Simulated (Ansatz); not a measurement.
# Ba2BiSb2: a Ba atom hops into a vacancy

One Ba atom is taken out of a 1×2×1 supercell of Ba2BiSb2. How high is the barrier for its neighbour Ba3, 4.39 Å away, to move into the hole? The program relaxes both ends, then the band.

Method: DFT PBE, plane waves, PAW, scalar-relativistic, no spin polarisation, in Ansatz 0.2.0.

## Step 1: Starting point

The cell holds 9 atoms (Ba3Bi2Sb4): a = 6.764 Å, b = 9.680 Å, c = 6.764 Å, α = 69.04°, β = 110.12°, γ = 110.96°.

The empty site lies at (4.83, 3.88, 2.21) Å, and Ba3 starts at (4.84, 3.87, -2.18) Å. All atoms were shaken by about 0.02 Å to break the symmetry.

Structure file:

```xyz
9
Lattice="-2.4201 3.8740 4.9888 9.6804 0.0000 0.0000 2.4201 3.8740 -4.9888" Properties=species:S:1:pos:R:3 pbc="T T T"
Bi   -0.0270    0.0312    0.0419
Ba    0.0106    3.8626    2.2075
Ba    4.8445    3.8674   -2.1785
Sb    2.4497    5.4161   -0.0293
Sb    2.3926    2.3035    0.0045
Bi    4.8158    0.0424   -0.0059
Ba    9.7113    3.8679   -2.1993
Sb    7.2620    5.4587   -0.0089
Sb    7.2675    2.3371   -0.0190
```

## Step 2: Nudged elastic band

crystal.atoms is the first end and neb.final_atoms the second, which differs in Ba3 alone.

Contents of input.yaml:

```yaml
crystal:
  lattice:
    - [-2.42010975, 3.87401, 4.98877388]
    - [9.680438, 0.0, 4.9e-07]
    - [2.42010975, 3.87401, -4.98877388]
  atoms:
    - { symbol: Bi, position: [0.00822043, -0.00068586, -0.00017636] }
    - { symbol: Ba, position: [0.71977487, 0.11171859, 0.27727323] }
    - { symbol: Ba, position: [0.28081241, 0.39127087, 0.71749177] }
    - { symbol: Sb, position: [0.69609128, 0.25158125, 0.70197353] }
    - { symbol: Sb, position: [0.29774768, 0.24737769, 0.29685405] }
    - { symbol: Bi, position: [0.00487309, 0.49718092, 0.00606567] }
    - { symbol: Ba, position: [0.27878471, 0.8929814, 0.71962916] }
    - { symbol: Sb, position: [0.70363846, 0.74973236, 0.70541803] }
    - { symbol: Sb, position: [0.29973547, 0.74979047, 0.30354026] }
kpoints:
  mp_grid: { grid: [2, 2, 2] }
magnetization:
  spin_polarized: false
scf:
  occupations: { method: gaussian, width: 0.1 }
hamiltonian:
  pseudopotentials: { kind: paw }
  xc: pbe
basis:
  ecutwfc: 420
neb:
  images: 5
  relax_end_points: true
  climbing: true
  f_tol: 0.1
  max_iterations: 40
  order_check: false
  final_atoms:
    - { symbol: Bi, position: [0.00822043, -0.00068586, -0.00017636] }
    - { symbol: Ba, position: [0.71977487, 0.11171859, 0.27727323] }
    - { symbol: Ba, position: [0.72256354, 0.61037469, 0.27887002] }
    - { symbol: Sb, position: [0.69609128, 0.25158125, 0.70197353] }
    - { symbol: Sb, position: [0.29774768, 0.24737769, 0.29685405] }
    - { symbol: Bi, position: [0.00487309, 0.49718092, 0.00606567] }
    - { symbol: Ba, position: [0.27878471, 0.8929814, 0.71962916] }
    - { symbol: Sb, position: [0.70363846, 0.74973236, 0.70541803] }
    - { symbol: Sb, position: [0.29973547, 0.74979047, 0.30354026] }
```

Command:

```bash
ansatz run input.yaml --threads 4 --pin off --max-ram 8192MiB --backend cpu --events-out ev --progress --plain --runs-dir out
```

What it wrote, shortened:

```text
Warning: neb: disabling space-group detection — the band's intermediate images generally break the endpoint symmetry, so no spatial operation reduces the k-mesh or symmetrises the density, except that a semilocal band can use its path's symmetry ahead of convergence; time reversal is [...]
Warning: RAYON_NUM_THREADS=4 ignored (pool sized by the plan → 4); use --threads N
[...]
Pseudopotentials: kind: paw
Pseudopotential: Bi, paw, valence charge 15, recommended cutoff 420 eV (normal), Bi.paw.azcp
Pseudopotential: Ba, paw, valence charge 10, recommended cutoff 420 eV (normal), Ba.paw.azcp
Pseudopotential: Sb, paw, valence charge 15, recommended cutoff 420 eV (normal), Sb.paw.azcp
Functional definition: PBE
[...]
parallel-image band execution: 2 concurrent image workers
NEB image 0
Crystal: 9 atoms, lattice volume = 374.179 Å³
Basis set: ecut = 420 eV, 7329 PW (Γ), exchange–correlation on 96×144×96 points (8 copies of the dense FFT grid, shifted against one another)
Bands: 72, of which v1, the nominal top of the filled ones, is band 60 counted from 1 (59 counted from 0)
Symmetry: 1 space group operations
k-points: 8
[...]
SCF iter   1: F=—  HF=-68585.262694 eV  |F-HF|=—  |Δ(HF+E_count)|=         —  Δρ=2.30e-3  dr2=4.51e-2  ethr=1.77e-3  ⟨swp⟩=11.0  Hψ=2728  notcnv=0  defer=1
[...]
NSCF: frozen V_eff on 8 k-points
NEB image 6
[...]
NSCF: frozen V_eff on 8 k-points
NEB end point (image 0): max|allowed force component| = 3.315e-1 eV/Å (the criterion of neb.relax_end_points is 2.000e-2)
NEB end point (image 6): max|allowed force component| = 4.588e-1 eV/Å (the criterion of neb.relax_end_points is 2.000e-2)
NEB image 0, for its relaxation
[...]
NEB image 0, for its relaxation
[...]
NEB image 0, for its relaxation
[...]
NEB image 0, for its relaxation
[...]
SCF iter   6: F=-68585.345533 eV  HF=-68585.345533 eV  |F-HF|=1.05e-8  |Δ(HF+E_count)|=   1.54e-7  Δρ=3.63e-6  dr2=5.77e-8  ethr=8.33e-11  ⟨swp⟩=5.6  Hψ=2243  notcnv=0
[...]
NEB image 0, for its relaxation
```

## Step 3: The log goes on

Output, continued, shortened:

```text
SCF iter   1: F=—  HF=-68585.347926 eV  |F-HF|=—  |Δ(HF+E_count)|=         —  Δρ=7.33e-4  dr2=3.47e-3  ethr=2.43e-5  ⟨swp⟩=6.1  Hψ=1620  notcnv=0  defer=40
[...]
NEB image 0, for its relaxation
[...]
NEB image 0
[...]
NSCF: frozen V_eff on 8 k-points
NEB end point (image 0): relaxed in 34 SCF iterations, 0.093163 eV lower, largest move of an atom 0.220 Å; not tested for a saddle point
NEB image 6, for its relaxation
[...]
NEB image 6, for its relaxation
[...]
NEB image 6, for its relaxation
[...]
NEB image 6, for its relaxation
[...]
NEB image 6, for its relaxation
[...]
NEB image 6, for its relaxation
[...]
NEB image 6, for its relaxation
[...]
NEB image 6, for its relaxation
[...]
SCF iter   6: F=-68585.348790 eV  HF=-68585.348790 eV  |F-HF|=5.09e-10  |Δ(HF+E_count)|=   8.86e-9  Δρ=1.81e-6  dr2=1.51e-8  ethr=8.33e-11  ⟨swp⟩=5.0  Hψ=2121  notcnv=0
[...]
NEB image 6
[...]
```

## Step 4: More of the same log

Output, continued, shortened:

```text
SCF iter   1: F=—  HF=-68585.348785 eV  |F-HF|=—  |Δ(HF+E_count)|=         —  Δρ=1.81e-6  dr2=1.51e-8  ethr=1.26e-11  ⟨swp⟩=3.4  Hψ=2229  notcnv=0
[...]
NSCF: frozen V_eff on 8 k-points
NEB end point (image 6): relaxed in 46 SCF iterations, 0.081756 eV lower, largest move of an atom 0.192 Å; not tested for a saddle point
NEB image 1
[...]
NEB image 2
[...]
NEB image 3
[...]
NEB image 4
[...]
NEB image 5
[...]
SCF iter   7: F=-68584.673100 eV  HF=-68584.673100 eV  |F-HF|=1.10e-8  |Δ(HF+E_count)|=   3.16e-7  Δρ=3.49e-6  dr2=6.64e-8  ethr=8.33e-11  ⟨swp⟩=5.1  Hψ=2532  notcnv=0
[...]
NEB iter   1: max|band force component| = 2.199e0 eV/Å  barrier→ = 3.0169 eV  barrier← = 3.0178 eV  Δτ_max = 0.2000 Å  (56 SCF iters)
[...]
NEB iter   4: max|band force component| = 1.300e-1 eV/Å  barrier→ = 1.4124 eV  barrier← = 1.4132 eV  CI = image 3  Δτ_max = 0.0258 Å  (32 SCF iters)
[...]
  climbing-image geometry (image 3):
  cell:  # Å, volume = 374.1791 Å³
    - [-2.42010975, 3.87401, 4.98877388]
    - [9.680438, 0.0, 4.9e-7]
    - [2.42010975, 3.87401, -4.98877388]
  atoms:
    - { symbol: Bi, position: [-0.04097007641599165, -0.039267529995302364, 0.04312785423536698] }
    - { symbol: Ba, position: [0.7190619174223298, 0.13310043609755962, 0.2830779900766558] }
    - { symbol: Ba, position: [0.5119693009458596, 0.48533171544891685, 0.4901777433336775] }
    - { symbol: Sb, position: [0.7977889470793308, 0.2365454034678094, 0.7452851950431035] }
    - { symbol: Sb, position: [0.2568584692032184, 0.23654572959460327, 0.20435946471500036] }
    - { symbol: Bi, position: [0.007795215071003871, 0.4902584927401158, -0.005648135880340726] }
    - { symbol: Ba, position: [0.2717220577020045, 0.8983442459572475, 0.7304167665214063] }
    - { symbol: Sb, position: [0.6858536878222541, 0.7798202058897951, 0.7016726558301372] }
    - { symbol: Sb, position: [0.3004744461699902, 0.7798209007992554, 0.3162889311249929] }
```

Wall time 6 min (4 threads of Intel Xeon Platinum 8488C (Sapphire Rapids), shared host); peak memory 1.6 GiB.

## Step 5: The band, image by image

The 5 inner images lie between the fixed ends 0 and 6. Energy is taken from image 0, and the path length is the program's own coordinate along the band.

| image | path (Å) | energy (eV) | Ba3 x y z (Å) | band force (eV/Å) |
| --- | --- | --- | --- | --- |
| 0 | 0.000 | 0.0000 | 4.88 3.88 -2.12 | - |
| 1 | 0.888 | 0.2054 | 4.75 3.88 -1.60 | 0.009 |
| 2 | 1.777 | 0.8103 | 4.66 3.88 -0.80 | 0.023 |
| 3* | 2.665 | 1.1732 | 4.65 3.88 0.11 | 0.051 |
| 4 | 3.422 | 0.8651 | 4.68 3.88 0.87 | 0.074 |
| 5 | 4.178 | 0.2778 | 4.73 3.88 1.58 | 0.024 |
| 6 | 4.935 | -0.0009 | 4.79 3.88 2.13 | - |

The star marks the climbing image.

image, energy (eV) and a bar:
```
        0      0.000 
        1      0.205 #####
        2      0.810 #####################
        3      1.173 ##############################
        4      0.865 ######################
        5      0.278 #######
        6     -0.001
```

How the highest energy settled:

| iteration | highest image above image 0 (eV) | largest band force (eV/Å) |
| --- | --- | --- |
| 1 | 3.0169 | 2.199 |
| 2 | 1.6236 | 0.722 |
| 3 | 1.4278 | 0.119 |
| 4 | 1.4124 | 0.130 |
| 5 | 1.4004 | 0.157 |
| 6 | 1.3848 | 0.217 |
| 7 | 1.3450 | 0.290 |
| 8 | 1.2540 | 0.294 |
| 9 | 1.2148 | 0.212 |
| 10 | 1.1842 | 0.123 |
| 11 | 1.1774 | 0.210 |
| 12 | 1.1732 | 0.074 |

Positions of all images (Å):

```xyz
9
Lattice="-2.420 3.874 4.989 9.680 0.000 0.000 2.420 3.874 -4.989" Properties=species:S:1:pos:R:3 pbc="T T T" image=0 dE=0.0000
Bi   -0.042    0.009   -0.010
Ba    0.004    3.882    2.181
Ba    4.878    3.882   -2.116
Sb    2.407    5.437    0.029
Sb    2.407    2.328    0.029
Bi    4.972    0.006   -0.156
Ba    9.603    3.881   -2.185
Sb    7.249    5.487    0.021
Sb    7.249    2.276    0.021
9
Lattice="-2.420 3.874 4.989 9.680 0.000 0.000 2.420 3.874 -4.989" Properties=species:S:1:pos:R:3 pbc="T T T" image=1 dE=0.2054
Bi   -0.061    0.008   -0.160
Ba    0.123    3.882    2.138
Ba    4.745    3.882   -1.603
Sb    2.318    5.765    0.188
Sb    2.318    1.999    0.188
Bi    4.704    0.008    0.087
Ba    9.693    3.882   -2.238
Sb    7.442    5.374   -0.028
Sb    7.442    2.390   -0.028
9
Lattice="-2.420 3.874 4.989 9.680 0.000 0.000 2.420 3.874 -4.989" Properties=species:S:1:pos:R:3 pbc="T T T" image=2 dE=0.8103
Bi   -0.155    0.008   -0.369
Ba    0.212    3.882    2.158
Ba    4.659    3.882   -0.800
Sb    2.220    5.940    0.294
Sb    2.220    1.824    0.294
Bi    4.709    0.008    0.089
Ba    9.747    3.882   -2.277
Sb    7.556    5.379   -0.055
Sb    7.556    2.385   -0.055
9
Lattice="-2.420 3.874 4.989 9.680 0.000 0.000 2.420 3.874 -4.989" Properties=species:S:1:pos:R:3 pbc="T T T" image=3 dE=1.1732
Bi   -0.177    0.008   -0.420
Ba    0.233    3.882    2.175
Ba    4.645    3.882    0.109
Sb    2.163    5.978    0.262
Sb    2.163    1.787    0.262
Bi    4.713    0.008    0.067
Ba    9.806    3.882   -2.288
Sb    7.587    5.375   -0.079
Sb    7.587    2.389   -0.079
9
Lattice="-2.420 3.874 4.989 9.680 0.000 0.000 2.420 3.874 -4.989" Properties=species:S:1:pos:R:3 pbc="T T T" image=4 dE=0.8651
Bi   -0.133    0.009   -0.300
Ba    0.205    3.883    2.172
Ba    4.684    3.883    0.874
Sb    2.194    5.921    0.198
Sb    2.194    1.844    0.198
Bi    4.727    0.009    0.054
Ba    9.809    3.883   -2.252
Sb    7.521    5.375   -0.102
Sb    7.521    2.390   -0.102
9
Lattice="-2.420 3.874 4.989 9.680 0.000 0.000 2.420 3.874 -4.989" Properties=species:S:1:pos:R:3 pbc="T T T" image=5 dE=0.2778
Bi   -0.041    0.009   -0.151
Ba    0.163    3.883    2.156
Ba    4.732    3.883    1.585
Sb    2.276    5.784    0.119
Sb    2.276    1.982    0.119
Bi    4.730    0.009    0.045
Ba    9.757    3.883   -2.225
Sb    7.413    5.391   -0.088
Sb    7.413    2.374   -0.088
9
Lattice="-2.420 3.874 4.989 9.680 0.000 0.000 2.420 3.874 -4.989" Properties=species:S:1:pos:R:3 pbc="T T T" image=6 dE=-0.0009
Bi    0.062    0.010    0.014
Ba    0.091    3.884    2.178
Ba    4.787    3.882    2.127
Sb    2.424    5.514   -0.017
Sb    2.424    2.248   -0.011
Bi    4.705    0.011    0.148
Ba    9.683    3.883   -2.187
Sb    7.271    5.416   -0.023
Sb    7.270    2.351   -0.025
```

## Step 6: Results

| quantity | value |
| --- | --- |
| relaxation of the ends | 0.093 eV lower, moves up to 0.22 Å; 0.082 eV lower, moves up to 0.19 Å |
| barrier forwards | 1.17 eV |
| barrier backwards | 1.17 eV |
| second end relative to first | -0.001 eV |
| highest image | 3 of 0 to 6, climbing |
| band iterations | 12 |

In words: The top lies 1.17 eV above the first end, or 45 kT at room temperature; with a typical attempt rate of 10^13 per second that is roughly 10^-7 events a second. The ends differ by 1 meV at most. The input switches the test of curvatures off, so the top was not shown to be a first-order saddle. In 9 atoms the vacancy feels its images, and neither cell size nor mesh was tested. The k-mesh is coarse for this cell.
